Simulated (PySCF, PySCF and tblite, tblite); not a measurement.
# CH7BO4Si2: conformers and averaged spectra

Which conformers does CH7BO4Si2 (`OB(O)[C@@H]1O[SiH2]O[SiH2]1`) populate, and what do their averaged NMR parameters look like?

Computed with tblite 0.8.0 (tight binding) and PySCF 2.14.0 (DFT, with response routines of our own); each step states its level. Atoms count from 0 throughout.

## 1. The molecule as given

15 atoms, charge 0, multiplicity 1; geometry from: UFF geometry.

Bonds of the start (Å): B1–C3 1.59, B1–O2 1.47, C3–H10 1.12, C3–O4 1.41, C3–Si7 1.85, O0–B1 1.47, O0–H8 0.99, O2–H9 0.99, O4–Si5 1.74, O6–Si7 1.71, Si5–H11 1.47, Si5–H12 1.46, Si5–O6 1.72, Si7–H13 1.48, Si7–H14 1.47.

## 2. GFN2-xTB relaxation, conformer 1

The job: settings as JSON, then the geometry in Å.

```
{"job": {"xc": "GFN2-xTB", "basis": "xTB", "kind": "relax"}, "charge": 0, "multiplicity": 1}
O      2.507600     1.115800     0.750200
B      1.697700    -0.042100     0.361900
O      2.360300    -1.189200    -0.271800
C      0.142200    -0.080600     0.691100
O     -0.396700    -1.329300     0.338300
Si    -2.070700    -1.047100    -0.025900
O     -2.286500     0.576100    -0.551500
Si    -0.746200     1.250900    -0.235000
H      2.475600     1.709300    -0.040000
H      2.638500    -1.767200     0.477000
H     -0.000200     0.064900     1.789800
H     -2.869600    -1.282200     1.189900
H     -2.507300    -1.966400    -1.072300
H     -0.075400     1.521900    -1.520600
H     -0.873700     2.473200     0.576800
```

Started as:

```console
OMP_NUM_THREADS=1 python ens_run.py task.json out
```

This one command runs the whole study; its stages follow in the order run.

Standard output:

```text
step      E/eV     max force
  0    -730.04870    3.305
  1    -730.65683    2.212
  2    -730.94470    1.227
  3    -731.00702    0.648
  4    -731.08743    0.458
  5    -731.11607    0.445
  6    -731.14907    0.476
  7    -731.18049    0.580
  8    -731.22781    0.666
  9    -731.28598    0.959
 10    -731.36423    1.166
 11    -731.48448    0.803
 12    -731.58477    1.506
 13    -731.50727    3.304
 14    -731.72272    0.732
 15    -731.76401    0.639
 16    -731.82794    0.825
 17    -731.87101    0.747
 18    -731.95127    1.096
 19    -731.99187    0.732
 20    -732.01745    0.530
 21    -732.03866    0.305
 22    -732.05439    0.323
 23    -732.06608    0.334
 24    -732.08378    0.277
 25    -732.09075    0.178
 26    -732.09441    0.160
 27    -732.09720    0.164
 28    -732.10143    0.160
 29    -732.10561    0.156
 30    -732.10947    0.174
 31    -732.11382    0.184
 32    -732.12118    0.308
 33    -732.13444    0.416
 34    -732.15422    0.421
 35    -732.17194    0.363
 36    -732.18295    0.292
 37    -732.19111    0.261
 38    -732.19878    0.277
 39    -732.20584    0.166
 40    -732.21022    0.168
 41    -732.21390    0.192
 42    -732.21897    0.191
 43    -732.22426    0.154
 44    -732.22774    0.125
 45    -732.22952    0.136
 46    -732.23107    0.150
 47    -732.23356    0.145
 48    -732.23647    0.138
 49    -732.23870    0.098
 50    -732.23983    0.104
 51    -732.24039    0.061
 52    -732.24080    0.059
 53    -732.24135    0.052
 54    -732.24179    0.054
 55    -732.24250    0.066
 56    -732.24362    0.097
 57    -732.24536    0.132
 58    -732.24734    0.135
 59    -732.24906    0.111
 60    -732.25043    0.083
 61    -732.25171    0.086
 62    -732.25313    0.097
 63    -732.25475    0.097
 64    -732.25653    0.098
 65    -732.25830    0.085
 66    -732.25985    0.083
 67    -732.26102    0.100
 68    -732.26179    0.075
 69    -732.26213    0.088
 70    -732.26268    0.058
 71    -732.26312    0.050
 72    -732.26358    0.042
 73    -732.26388    0.046
 74    -732.26407    0.032
 75    -732.26407    0.032
 76    -732.26411    0.017
 77    -732.26416    0.020
 78    -732.26424    0.027
 79    -732.26429    0.031
 80    -732.26436    0.026
 81    -732.26441    0.018
 82    -732.26445    0.019
 83    -732.26448    0.016
 84    -732.26451    0.014
 85    -732.26453    0.013
 86    -732.26456    0.020
 87    -732.26459    0.020
 88    -732.26462    0.019
 89    -732.26466    0.016
 90    -732.26468    0.010
 91    -732.26469    0.008
 92    -732.26469    0.007
 93    -732.26470    0.008
 94    -732.26471    0.009
 95    -732.26472    0.008
 96    -732.26473    0.009
 97    -732.26474    0.010
 98    -732.26476    0.014
 99    -732.26477    0.012
100    -732.26478    0.008
101    -732.26479    0.008
102    -732.26480    0.010
103    -732.26481    0.015
104    -732.26483    0.014
105    -732.26485    0.009
106    -732.26486    0.009
107    -732.26487    0.009
108    -732.26488    0.009
109    -732.26489    0.007
110    -732.26490    0.007
111    -732.26491    0.007
112    -732.26491    0.006
113    -732.26492    0.005
114    -732.26492    0.005
115    -732.26493    0.005
116    -732.26493    0.006
117    -732.26493    0.004
```

Run time: 0.85 s. Hardware: 1 thread of Arm Neoverse V1, shared host.

The energy fell by 2.216 eV, and the atoms moved 0.63 Å (root mean square).

## 3. Shieldings, conformer 1: PBE0/pcSseg-1

The job: settings as JSON, then the geometry in Å.

```
{"job": {"xc": "PBE0", "basis": "pcSseg-1", "kind": "nmr", "pop": true}, "charge": 0, "multiplicity": 1}
O      2.476947     1.149690     0.349873
B      1.672418     0.064801     0.350612
O      2.114753    -1.104577    -0.172082
C      0.192602     0.214177     0.913027
O     -0.459789    -1.070451     0.911165
Si    -1.811060    -1.244239     0.033611
O     -1.988506     0.266872    -0.599340
Si    -0.887121     1.386482    -0.172649
H      3.343614     0.985906    -0.026365
H      1.474845    -1.815765    -0.105973
H      0.198123     0.564764     1.949008
H     -2.964746    -1.490796     0.880403
H     -1.584571    -2.151871    -1.081195
H     -0.241414     1.835668    -1.397705
H     -1.540509     2.417328     0.625585
```

Standard output:

```text
coarse grid: 14104 points
cycle   1  E = -946.2188955283  dE =  1.345e+00  |g| = 1.236e+00  |ddm| = 3.617e+00
cycle   2  E = -945.8704601159  dE =  3.484e-01  |g| = 1.854e+00  |ddm| = 2.287e+00
cycle   3  E = -946.4813024358  dE = -6.108e-01  |g| = 1.437e-01  |ddm| = 1.561e+00
cycle   4  E = -946.4845169118  dE = -3.214e-03  |g| = 7.102e-02  |ddm| = 1.585e-01
cycle   5  E = -946.4853854916  dE = -8.686e-04  |g| = 1.517e-02  |ddm| = 5.229e-02
cycle   6  E = -946.4854231765  dE = -3.768e-05  |g| = 4.998e-03  |ddm| = 1.315e-02
cycle   7  E = -946.4854276270  dE = -4.451e-06  |g| = 1.219e-03  |ddm| = 3.882e-03
final grid: 128704 points
cycle   8  E = -946.5694288739  dE = -2.265e-05  |g| = 1.302e-02  |ddm| = 2.117e-02
cycle   9  E = -946.5693893123  dE =  3.956e-05  |g| = 1.988e-02  |ddm| = 1.999e-02
cycle  10  E = -946.5694577616  dE = -6.845e-05  |g| = 6.534e-04  |ddm| = 1.267e-02
cycle  11  E = -946.5694578299  dE = -6.832e-08  |g| = 3.036e-04  |ddm| = 7.446e-04
cycle  12  E = -946.5694578470  dE = -1.706e-08  |g| = 4.606e-05  |ddm| = 2.206e-04
cycle  13  E = -946.5694578473  dE = -2.992e-10  |g| = 2.127e-05  |ddm| = 4.707e-05
converged SCF energy = -946.5694578473

GIAO shielding tensors (ppm)
atom      isotropic    diamagn.    paramagn.     s11        s22        s33       span
  0 O      230.767     385.894    -155.127    135.347    268.034    288.921    153.573
  1 B       69.888     195.145    -125.257     51.675     63.956     94.032     42.357
  2 O      213.578     389.396    -175.818     82.224    253.212    305.297    223.073
  3 C      129.791     258.593    -128.802     93.809    108.200    187.363     93.555
  4 O      317.456     400.761     -83.305    278.715    296.532    377.122     98.407
  5 Si     358.830     882.185    -523.355    336.729    349.202    390.558     53.829
  6 O      281.903     399.735    -117.832    221.377    267.462    356.871    135.494
  7 Si     366.643     881.281    -514.638    338.584    348.518    412.827     74.243
  8 H       27.567      29.379      -1.812     21.421     22.826     38.454     17.033
  9 H       26.069      33.606      -7.537     18.153     26.689     33.365     15.213
 10 H       27.680      32.000      -4.320     23.354     26.469     33.216      9.862
 11 H       26.661      29.354      -2.694     22.945     23.615     33.421     10.476
 12 H       26.660      30.747      -4.087     22.888     24.145     32.948     10.060
 13 H       26.742      30.430      -3.688     23.402     25.086     31.738      8.336
 14 H       26.511      29.559      -3.048     23.048     24.066     32.419      9.371
```

Wall time 35 s (1 thread of Arm Neoverse V1, shared host); peak memory 0.83 GiB.

Key values: HOMO -7.98 eV, LUMO 0.14 eV; dipole 0.62 D.

The fields below are evaluated on a grid from the run's orbitals.

Frontier orbitals at PBE0/pcSseg-1, with the share of their density that lies nearest to each atom:

```tsv
orbital	energy (eV)	lies on
HOMO	-7.98	O4 30 %; C3 23 %; B1 12 %
LUMO	0.14	Si7 21 %; H13, H14 about 17 % each; O6 10 %
```

ELF in a plane through or near 7 of the atoms.

Ten even steps from ' ' (0.00) to '@' (1.00):
```
                                                        
                                                        
                            ::====..                    
                          ::%%@@@@@@==                  
                          ==@@@@@@@@**                  
                        ..==@@@@@@%%..                  
            ..----      ......::--::....                
          ..++%%%%++    ----++++..******==              
        ..==####%%##::..++%%++::++####**--              
        **@@@@++##%%::**%%##++....++**==::......        
        ##@@@@**##--==--%%++::..::......==####==        
        ..==..  ..======::  ==##++----**--@@%%++        
              ::**##****::  ++**==......==++==..        
            ::**%%%%##@@@@::..::..::**++--..            
            ..==**++++%%%%==        ----..              
                ..    ::==                              
                                                        
                                                        
                                                        
                                                        
```
The map spans 12.2 Å across and 10.7 Å up, centred on the molecule. Atoms in the plane (x, y in Å): O0 (-2.7, 0.5), B1 (-1.6, -0.4), O2 (-1.7, -1.6), Si5 (2.1, -0.7), Si7 (0.5, 1.6), H8 (-3.5, 0.1), H9 (-0.9, -2.1).

log10 of the density (e/Å³) in the same plane.

Ten even steps from ' ' (-4.0) to '@' (2.0):
```
                                                        
                            ........                    
                        ..::::----::::..                
                      ..::--======----::..              
                    ..::--==++++++==--::..              
            ....::..::--==++******++==--::..            
        ..::--====------==++**##**++====--::..          
        ::==++++++++====++++%%%%******++==--::          
      ::--++**####**++++++**************++==::....      
      ::==**########**********++++******++==--::....    
      ::==++********%%******++++++**##**++++==--::..    
      ..::====++++******++++******##@@%%**++==--::..    
        ..::--++**####**++++++++++++****++++==--::..    
          ::--++**######**++======++++++====--::..      
          ..--==++++++++++==--------==----::::..        
            ..::------==--::....::::::::::....          
              ....::::::::..    ..........              
                                                        
                                                        
                                                        
```
The map spans 12.2 Å across and 10.7 Å up, centred on the molecule. Atoms in the plane (x, y in Å): O0 (-2.7, 0.5), B1 (-1.6, -0.4), O2 (-1.7, -1.6), Si5 (2.1, -0.7), Si7 (0.5, 1.6), H8 (-3.5, 0.1), H9 (-0.9, -2.1).

On the surface of density 0.002 e/bohr³ the electrostatic potential runs, from the 1st to the 99th percentile, from -1.14 V near O6 to 2.09 V near H8.

## 4. Boltzmann average: properties at PBE0/pcSseg-1

The job: settings as JSON, then the geometry in Å.

```
{"job": {"study": "conf", "smiles": "OB(O)[C@@H]1O[SiH2]O[SiH2]1", "search": {"seed": 2992, "n_embed": 200, "ff_keep": 26, "window": 3.0, "nmax": 10, "temps": [180, 230, 298.15, 330, 400], "t_ref": 298.15, "order": 0.002}, "level": {"nmr": {"xc": "PBE0", "basis": "pcSseg-1"}}, "kind": "conf"}, "charge": 0, "multiplicity": 1}
O      2.476947     1.149690     0.349873
B      1.672418     0.064801     0.350612
O      2.114753    -1.104577    -0.172082
C      0.192602     0.214177     0.913027
O     -0.459789    -1.070451     0.911165
Si    -1.811060    -1.244239     0.033611
O     -1.988506     0.266872    -0.599340
Si    -0.887121     1.386482    -0.172649
H      3.343614     0.985906    -0.026365
H      1.474845    -1.815765    -0.105973
H      0.198123     0.564764     1.949008
H     -2.964746    -1.490796     0.880403
H     -1.584571    -2.151871    -1.081195
H     -0.241414     1.835668    -1.397705
H     -1.540509     2.417328     0.625585
```

Standard output:

```text
conformer  sym    E(xTB)   E(DFT)   G(298.15 K)  weight  dipole/D
    1     C1      0.000    0.000    0.000   1.0000    0.621

mean shielding (ppm) by class
class atoms           180 K      230 K   298.15 K      330 K      400 K
  0 O  0,2          222.173    222.173    222.173    222.173    222.173
  1 B  1             69.888     69.888     69.888     69.888     69.888
  2 C  3            129.791    129.791    129.791    129.791    129.791
  3 O  4            317.457    317.457    317.457    317.457    317.457
  4 Si 5             358.83     358.83     358.83     358.83     358.83
  5 O  6            281.903    281.903    281.903    281.903    281.903
  6 Si 7            366.643    366.643    366.643    366.643    366.643
  7 H  8,9           26.818     26.818     26.818     26.818     26.818
  8 H  10             27.68      27.68      27.68      27.68      27.68
  9 H  11            26.661     26.661     26.661     26.661     26.661
 10 H  12             26.66      26.66      26.66      26.66      26.66
 11 H  13            26.742     26.742     26.742     26.742     26.742
 12 H  14            26.511     26.511     26.511     26.511     26.511
```

Run time: 62 s. Hardware: 1 thread of Arm Neoverse V1, shared host. This counts the runs that the step sums up.

The search (ETKDG and KDG, UFF, GFN2-xTB) embedded 200 structures, kept 24 distinct ones after the force field and 5 after xTB; 1 was carried on (window 3.0 kcal/mol at the search's own energies). Energies: PBE0/pcSseg-1 with D3(BJ).

The conformers at 298 K:

```tsv
no.	group	mirror pair	ΔE xTB	ΔE DFT	ΔG	weight (%)	μ (D)	H8–O0–B1–O2 (°)	O0–B1–O2–H9 (°)	O0–B1–C3–Si7 (°)	A, B, C (GHz)
1	C1	no	0.00	0.00	0.00	100.0	0.62	-1	179	66	2.43, 1.12, 0.86
```

Energies in kcal/mol. ΔG holds xTB vibrations and rotation, symmetry numbers and mirror pairs.

Shifts against references run at the same level (¹³C TMS 186.9, ¹¹B BF3·OEt2 100.1, ²⁹Si TMS 349.2, ¹H TMS 31.72, ¹⁷O H2O 336.1 ppm of shielding), by class of atoms, at 298 K:

```tsv
atoms	environment	average
C3	sp3 CH bonded to B and O and Si	57.1
H14	hydrogen on a silicon bonded to C, O, in a 5-membered ring	5.21
H12	hydrogen on a silicon bonded to 2 O, in a 5-membered ring	5.06
H11	hydrogen on a silicon bonded to 2 O, in a 5-membered ring	5.06
H13	hydrogen on a silicon bonded to C, O, in a 5-membered ring	4.97
H8, H9	hydrogen on an oxygen bonded to B	4.90
H10	hydrogen on an sp3 CH bonded to B and O and Si	4.04
O0, O2	oxygen bonded to B, H	113.9
O6	oxygen bonded to 2 Si, in a 5-membered ring	54.2
O4	oxygen bonded to C, Si, in a 5-membered ring	18.6
B1	boron bonded to C, 2 O	30.2
Si5	silicon bonded to 2 O, 2 H, in a 5-membered ring	-9.7
Si7	silicon bonded to C, O, 2 H, in a 5-membered ring	-17.5
```

Effective distances for nuclear Overhauser effects, ⟨r⁻⁶⟩^(−1/6) over all pairs of two classes (Å): H13···H14 2.47; H11···H12 2.49; H10···H14 2.86; H8···H10 3.54; H8···H12 3.61; H10···H13 3.61; H10···H11 3.92.

## 5. What came out

| quantity | value |
| --- | --- |
| conformers | 1; the first in weight is no. 1 (C1), 100 % at 298 K |
| root-mean-square dipole | 0.62 D |
| averaged ¹³C shifts (PBE0/pcSseg-1) | 57.1 ppm |
| averaged ¹H shifts (PBE0/pcSseg-1) | 5.21, 5.06, 5.06, 4.97, 4.90, 4.04 ppm |
| averaged ²⁹Si shifts (PBE0/pcSseg-1) | -9.7, -17.5 ppm |

What this shows: The search found one conformer in the window, so the averages are its own values. Protons on O, N, S or Se exchange and bind to solvent, so their values hold for the lone molecule only.
